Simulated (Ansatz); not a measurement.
# Si₃PH₉: basis-set convergence

Aim: see how fast density functionals and correlated methods converge with the basis set for Si₃PH₉.

Program: Ansatz 0.2.0, Gaussian basis. Level of theory: one geometry, several basis sets. These are calculated values, not measurements.

Plan: PBE0-D4/def2-SVP; ωB97M-V/def2-SVP; PBE0-D4/def2-QZVPP; ωB97M-V/def2-QZVPP; CCSD(T)/cc-pV(D+d)Z; CCSD(T)/cc-pV(T+d)Z; MP2/cc-pV(Q+d)Z; the functionals' def2-TZVPP values are taken from earlier runs.

## (1) Structure used throughout

The geometry comes from an earlier relaxation with PBE0-D4/def2-TZVP; it is a stationary point, not always the lowest conformer.

SMILES `[SiH3]P([SiH3])[SiH3]`, 13 atoms, charge 0, spin multiplicity 1.

Atoms are counted from 1 here; the program's logs count them from 0.

Bond lengths: Si1–P2 2.246 Å, Si1–H5 1.486 Å, Si1–H6 1.488 Å, Si1–H7 1.486 Å, P2–Si3 2.246 Å, P2–Si4 2.246 Å, Si3–H8 1.488 Å, Si3–H9 1.486 Å, Si3–H10 1.486 Å, Si4–H11 1.486 Å, Si4–H12 1.488 Å, Si4–H13 1.486 Å. Angles: P2–Si1–H5 108.3°, P2–Si1–H6 112.9°, P2–Si1–H7 108.3°, H5–Si1–H6 109.0°, H5–Si1–H7 109.3°, H6–Si1–H7 109.0°, Si1–P2–Si3 96.1°, Si1–P2–Si4 96.1°, Si3–P2–Si4 96.1°, P2–Si3–H8 112.9°, P2–Si3–H9 108.3°, P2–Si3–H10 108.3°, H8–Si3–H9 109.0°, H8–Si3–H10 109.0°, H9–Si3–H10 109.3°, P2–Si4–H11 108.3°, P2–Si4–H12 112.9°, P2–Si4–H13 108.3° and more.

## (2) PBE0-D4 in def2-SVP

Input file in.yaml:

```yaml
crystal:
  periodic: [false, false, false]
  atoms:
    - {symbol: Si, position_ang: [-1.173891, 1.450236, -0.493191]}
    - {symbol: P, position_ang: [0.702537, 0.307633, -0.957725]}
    - {symbol: Si, position_ang: [1.525974, 0.341554, 1.131091]}
    - {symbol: Si, position_ang: [-0.220765, -1.734422, -0.816741]}
    - {symbol: H, position_ang: [-2.080459, 1.357214, -1.667029]}
    - {symbol: H, position_ang: [-1.884103, 0.933031, 0.708235]}
    - {symbol: H, position_ang: [-0.810278, 2.872730, -0.263799]}
    - {symbol: H, position_ang: [0.526254, -0.070669, 2.153801]}
    - {symbol: H, position_ang: [2.687393, -0.583564, 1.191016]}
    - {symbol: H, position_ang: [1.981916, 1.723738, 1.431291]}
    - {symbol: H, position_ang: [0.871001, -2.742605, -0.821377]}
    - {symbol: H, position_ang: [-1.040441, -1.915147, 0.412399]}
    - {symbol: H, position_ang: [-1.085137, -1.939728, -2.007981]}
basis:
  gaussian: {orbitals: def2-SVP}
hamiltonian: {xc: pbe0, dispersion: d4}
output: {orbitals: {seedname: orbitals}}
```

On the command line:

```sh
> ansatz run in.yaml --threads 2 --pin off --events-out ev --progress --plain --max-ram 32768MiB --backend cpu
```

The runs that follow: ωB97M-V in def2-SVP; PBE0-D4 in def2-QZVPP; ωB97M-V in def2-QZVPP; CCSD(T) in cc-pV(D+d)Z; CCSD(T) in cc-pV(T+d)Z; MP2 in cc-pV(Q+d)Z.

**Question.** What will the summary of the whole plan be? Wanted: MP2 correlation recovered, cc-pV(D+d)Z; MP2 correlation recovered, cc-pV(T+d)Z; MP2 correlation recovered, cc-pV(Q+d)Z; CCSD(T) limit from def2 sets; PBE0-D4: double and triple zeta above quadruple; ωB97M-V: double and triple zeta above quadruple.

**Answer**, as computed:

| quantity | value |
| --- | --- |
| MP2 correlation recovered, cc-pV(D+d)Z | 71.2 % |
| MP2 correlation recovered, cc-pV(T+d)Z | 88.7 % |
| MP2 correlation recovered, cc-pV(Q+d)Z | 95.3 % |
| CCSD(T) limit from def2 sets (earlier runs) minus this one | -149 meV |
| PBE0-D4: double and triple zeta above quadruple | 12.68, 1.09 eV |
| ωB97M-V: double and triple zeta above quadruple | 12.74, 1.03 eV |

What this shows: PBE0-D4 gains 11.59 eV from double to triple zeta, then 1.09 eV more. In cc-pV(D+d)Z MP2 holds 71 % of its limit, in cc-pV(Q+d)Z 95 %, while Hartree-Fock is within 0.110 eV in the largest set. A limit from the def2 sets, made apart, differs by 149 meV, a least measure of the doubt on such a limit. These are total energies; as a rule much of such shifts cancels in differences, which this series doesn't test. The LUMO of ωB97M-V is positive and keeps falling with the basis (1.91 to 1.13 eV): an unbound level that the basis holds in place.
